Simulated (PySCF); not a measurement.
# Br4H2In2O2 ((Br2In-mu-OH)2): the cost of one run

The runs use PySCF 2.14.0, with density-fitted response routines of our own; the level of theory stands in each step. All values are computed, except where a source is named. Atoms count from 0, in the outputs and in this text.

## 1. Starting geometry

10 atoms, charge 0, multiplicity 1; geometry from: GFN2-xTB. The atoms were then displaced at random by about 0.03 Å, so the start is not that level's minimum.

Bonds of the start (Å): In0–Br1 2.53, In0–Br2 2.41, In0–O3 2.21, In0–O7 2.11, O3–In4 2.20, O3–H8 0.92, In4–Br5 2.46, In4–Br6 2.41, In4–O7 2.21, O7–H9 1.01.

## 2. Optimising the geometry at PBE0-D3(BJ)/def2-SVP

Job settings and geometry (Å):

```
{"job": {"xc": "PBE0", "basis": "def2-SVP", "d3": "d3bj", "grid": 1, "maxiter": 40, "shake": 0.03, "kind": "geom"}, "charge": 0, "multiplicity": 1}
In    -0.723200     1.385660     0.438240
Br    -3.191890     1.350220    -0.117630
Br     0.745650     3.050740     1.368250
O      0.339150     0.504310    -1.284540
In     0.774240    -1.482850    -0.457340
Br     3.159300    -1.353640     0.118660
Br    -0.773210    -3.060160    -1.407630
O     -0.194950    -0.481560     1.258710
H      0.099600     0.712180    -2.148970
H     -0.110040    -0.701640     2.236660
```

Started as:

```console
OMP_NUM_THREADS=1 python probes_run.py task.json out
```

The driver reads the jobs from task.json and runs them one after another.

**Question.** How long does this first job take on 1 thread of Arm Neoverse V1, shared host, and how much memory does it need?

About 22 min, with a peak of 2 GiB.
